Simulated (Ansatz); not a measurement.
# SrOs: the cost of one run

Program: Ansatz 0.2.0. Level of theory: DFT PBE, scalar-relativistic, plane waves, PAW. These are calculated values, not measurements.

1 further run of the same task is left out (it didn't finish). Runs told in other sessions of the task aren't counted.

### 1 Starting point

Symmetry: Pm-3m, No. 221, cubic system. The conventional cell has a = 3.600 Å, b = 3.600 Å, c = 3.600 Å, α = 90.00°, β = 90.00°, γ = 90.00°. Sr (site symmetry m-3m) is surrounded by 8 Os at 3.12 Å. Os (site symmetry m-3m) has 8 Sr at 3.12 Å in its first shell of neighbours.

As a file:

```xyz
2
Lattice="3.6004 0.0000 0.0000 0.0000 3.6004 0.0000 0.0000 0.0000 3.6004" Properties=species:S:1:pos:R:3 pbc="T T T"
Sr    0.0000    0.0000    0.0000
Os    1.8002    1.8002    1.8002
```

This cell comes from an earlier session at PBE: 23.335 Å³/atom at 0.00 GPa, on a 10×10×10 mesh.

The changes: atom 2 (Os) moved 0.12 Å along y; atom 1 (Sr) moved 0.02 Å along x; strain e3 = +0.01, atoms carried along; strain e1 = +0.03, atoms carried along; all atoms moved at random (σ = 0.15 Å), cell strained at random (1 %); all atoms moved at random (σ = 0.1 Å), cell strained at random (1 %).

### 2 Atom 2 (Os) moved 0.12 Å along y

input.yaml reads:

```yaml
crystal:
  lattice:
    - [3.6003672161, 0.0, 0.0]
    - [0.0, 3.6003672161, 0.0]
    - [0.0, 0.0, 3.6003672161]
  atoms:
    - { symbol: Sr, position: [0.0, 0.0, 0.0] }
    - { symbol: Os, position: [0.5, 0.5333299335, 0.5] }
basis:
  ecutwfc: 420
  ecutrho_ratio: 4
kpoints:
  mp_grid: { grid: [10, 10, 10] }
hamiltonian:
  xc: pbe
scf:
  occupations: { method: gaussian, width: 0.05 }
output:
  forces: true
  stress: true
  eigenvalues: true
  write_density: true
  write_potential: true
  elf: true
  volumetric_format: npy
```

Started as:

```console
$ ansatz run input.yaml --threads 2 --pin off --max-ram 2662MiB --backend cpu --events-out ev --progress --plain --runs-dir out
```

Q: Estimate wall time and peak memory on 2 threads of Arm Neoverse V1, shared host.

About 6.7 s, with a peak of 0.4 GiB.
